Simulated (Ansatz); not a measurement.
# Cu: the cost of one run

Program: Ansatz 0.2.0. Level of theory: DFT PBE, scalar-relativistic, plane waves, PAW. These are calculated values, not measurements.

## Step 1: Starting point

The structure is cubic, space group Fm-3m (No. 225). Conventional cell: a = 3.600 Å, b = 3.600 Å, c = 3.600 Å, α = 90.00°, β = 90.00°, γ = 90.00°. Cu (site symmetry m-3m) has 12 Cu at 2.55 Å as nearest neighbours.

Coordinates:

```xyz
2
Lattice="2.5456 0.0000 0.0000 0.0000 2.5456 0.0000 0.0000 0.0000 3.6000" Properties=species:S:1:pos:R:3 pbc="T T T"
Cu    0.0000    0.0000    0.0000
Cu    1.2728    1.2728    1.8000
```

## Step 2: Relaxing cell and atoms: Cu, no spin

Input file input.yaml:

```yaml
crystal:
  lattice:
    - [2.5455844123, 0.0, 0.0]
    - [0.0, 2.5455844123, 0.0]
    - [0.0, 0.0, 3.6]
  atoms:
    - { symbol: Cu, position: [0.0, 0.0, 0.0] }
    - { symbol: Cu, position: [0.5, 0.5, 0.5] }
scf:
  occupations: { method: methfessel_paxton, width: 0.1 }
output:
  forces: true
  stress: true
  eigenvalues: true
hamiltonian:
  xc: pbe
kpoints:
  mp_grid: { grid: [16, 16, 12] }
relax:
  f_tol: 0.005
  cell: { stress_tol: 0.02 }
```

Started as:

```
$ ansatz run input.yaml --threads 8 --pin off --max-ram 28672MiB --backend cpu --events-out ev --progress --plain --runs-dir out
```

Q: Estimate wall time and peak memory on 8 threads of Intel Xeon Platinum 8375C at 2.90GHz (Ice Lake), shared host.

About 10 s, with a peak of 0.52 GiB.
